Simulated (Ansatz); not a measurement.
# CeO2: the cost of one run

Computed with Ansatz 0.2.0 through its Python package. Level of theory: DFT PBE+U, plane waves, PAW.

## Step 1: Starting point

Symmetry: Fm-3m, No. 225, cubic system. Conventional cell: a = 5.407 Å, b = 5.407 Å, c = 5.407 Å, α = 90.00°, β = 90.00°, γ = 90.00°. Ce (site symmetry m-3m) has 8 O at 2.34 Å as nearest neighbours. O (site symmetry -43m) is surrounded by 4 Ce at 2.34 Å.

The script holds or builds the structure itself.

## Step 2: Script

run_bands.py

```python
'''Band structure of CeO2.'''

import warnings

import ansatz as az
import matplotlib.pyplot as plt
import numpy as np

SETTINGS = {
    'functional': 'PBE',
    'kmesh': (7, 7, 7),
    'filling': 'fermi_dirac',
    'width_ev': 0.01,
    'n_empty': 10,
}

warnings.simplefilter('ignore', az.DeckWarning)

lattice = az.Lattice.of(
    (0.0, 2.70365, 2.70365),
    (2.70365, 0.0, 2.70365),
    (2.70365, 2.70365, 0.0),
)
sites = [
    ('Ce', (0.0, 0.0, 0.0)),
    ('O', (0.25, 0.25, 0.25)),
    ('O', (0.75, 0.75, 0.75)),
]
xtal = az.Crystal(lattice=lattice)
for symbol, position in sites:
    xtal = xtal.atom(symbol, position)
xtal = xtal.moments(Ce=1.3)

# vertices of the path, as fractions of the reciprocal vectors
path = [
    ('K', (0.375, 0.375, 0.75)),
    ('G', (0.0, 0.0, 0.0)),
    ('L', (0.5, 0.5, 0.5)),
    ('W', (0.5, 0.25, 0.75)),
    ('X', (0.5, 0.0, 0.5)),
]
base = (
    xtal.calculation()
    .functional(SETTINGS['functional'])
    .kpoints(*SETTINGS['kmesh'], center='gamma')
    .occupations(SETTINGS['filling'], width=SETTINGS['width_ev'])
    .spin('collinear')
    .hubbard('Ce', 'f', u_eff=4.0)
    .band_structure([point for _, point in path], intervals=4)
    .scf(extra_bands=SETTINGS['n_empty'])
    .density_of_states(energy_step=0.1, method='smearing', broadening_width=0.15)
)
res = base.run()
data = res.report

for key in ('converged', 'n_iterations', 'n_electrons', 'n_kpoints', 'n_pw', 'n_symmetry_ops', 'free_energy_ev', 'fermi_energy_ev'):
    print(f'{key:18s} {data[key]}')

terms = data['components']
print({name: round(terms[name], 3) for name in ('e_kinetic', 'e_hartree', 'e_xc', 'e_local', 'e_nonlocal')})

dos = res.density_of_states()
energy = np.asarray(dos.energies_ev) - dos.fermi_ev
states, count = np.asarray(dos.spin_summed_g_bin_mean_per_ev), np.asarray(dos.spin_summed_integrated)
g_fermi = float(np.interp(0.0, energy, states))
print(f'g(E_F) = {g_fermi:.3f} states/eV per cell')
for low, high in ((-10, -6), (-6, -3), (-3, 0), (0, 3)):
    print(f'states between {low} and {high} eV: {np.interp(high, energy, count) - np.interp(low, energy, count):.3f}')

bands = res.band_structure()
fermi = bands.fermi_energy_ev
print(f'zero of the bands: {fermi:.3f} eV, the Fermi level found on the SCF mesh')
reciprocal = 2 * np.pi * np.linalg.inv(res.lattice.cell_ang).T
steps = np.linalg.norm(np.diff(bands.kpoints_frac @ reciprocal, axis=0), axis=1)
distance = np.concatenate([[0], np.cumsum(steps)])
fig, ax = plt.subplots(figsize=(5, 4))
for channel, colour in zip(bands.channels, ('C0', 'C3')):
    ax.plot(distance, channel.eigenvalues_ev - fermi, colour, lw=1)
ax.set_xticks(distance[::4], [label for label, _ in path])
ax.set(ylim=(-8, 8), ylabel='E - E_F (eV)', xlim=(0, distance[-1]))
ax.grid(axis='x')
fig.savefig('bands.png', dpi=100)
first = bands.channels[0].eigenvalues_ev - fermi
near = np.argsort(np.abs(first.mean(axis=0)))[:4]
for band in sorted(near):
    print(f'band {band + 1}: {first[:, band].min():.3f} to {first[:, band].max():.3f} eV')
```

## Step 3: What the engine is handed

The package turns the script's settings into the engine's input:

```yaml
crystal:
  lattice:
    - [0.0, 2.70365, 2.70365]
    - [2.70365, 0.0, 2.70365]
    - [2.70365, 2.70365, 0.0]
  atoms:
    - { symbol: Ce, position: [0.0, 0.0, 0.0] }
    - { symbol: O, position: [0.25, 0.25, 0.25] }
    - { symbol: O, position: [0.75, 0.75, 0.75] }
kpoints:
  mp_grid:
    grid: [7, 7, 7]
    shift: [0.0, 0.0, 0.0]
  band_path:
    path:
      - [0.375, 0.375, 0.75]
      - [0.0, 0.0, 0.0]
      - [0.5, 0.5, 0.5]
      - [0.5, 0.25, 0.75]
      - [0.5, 0.0, 0.5]
    npoints: 4
hamiltonian:
  xc: pbe
  hubbard:
    - { species: Ce, l: f, u_eff: 4.0 }
magnetization:
  spin_polarized: true
  per_species:
    Ce: 1.3
scf:
  n_extra_bands: 10
  occupations:
    method: fermi_dirac
    width: 0.01
output:
  dos:
    de: 0.1
    method:
      smearing:
        sigma: 0.15
```

## Step 4: Launch

Launch:

```sh
$ python run_bands.py
```

What time and memory should one allow on 1 thread of Arm Neoverse V1, shared host?

About 36 s, with a peak of 0.47 GiB.
